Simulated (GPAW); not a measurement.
Runs of GPAW 26.7.0 on Hf2Pd2Se2Br2O3. The typed cell holds 11 atoms: a = 5.761 Å, b = 5.870 Å, c = 6.872 Å, α = 96.27°, β = 102.51°, γ = 95.11°. The cell was built by a generator and needn't be a form met in nature.

```tsv
level	gap on the mesh (eV)	pressure (GPa)	largest force (eV/Å)
PBE+D4	0.28	(b)	0.19
PBE+D3	0.28	-1.5	0.29
PBE	0.28	(a)	0.20
PBE+D3(BJ)	0.28	-1.9	0.20
```

Alike in all rows: task single point; potentials or basis GPAW PAW data sets (gpaw-data 1.2.1), pw; no spin polarisation; cell as given; k mesh 3 × 3 × 2; cutoff (eV) 800; smearing fermi-dirac 0.05 eV; the mesh is coarse, so values aren't converged.

Task: Fill in the values left out.

Result: (a) 0.5; (b) -1.2.

Caveats: all runs use coarse meshes; spin-orbit coupling is left out, which moves the levels of the heavy elements; an odd mesh through Γ misses points on the zone boundary, where band edges often lie.

A k mesh can miss the band edges, and the runs leave out spin-orbit coupling on Br, Hf, Pd, Se.

Not every run made on this cell is shown here.
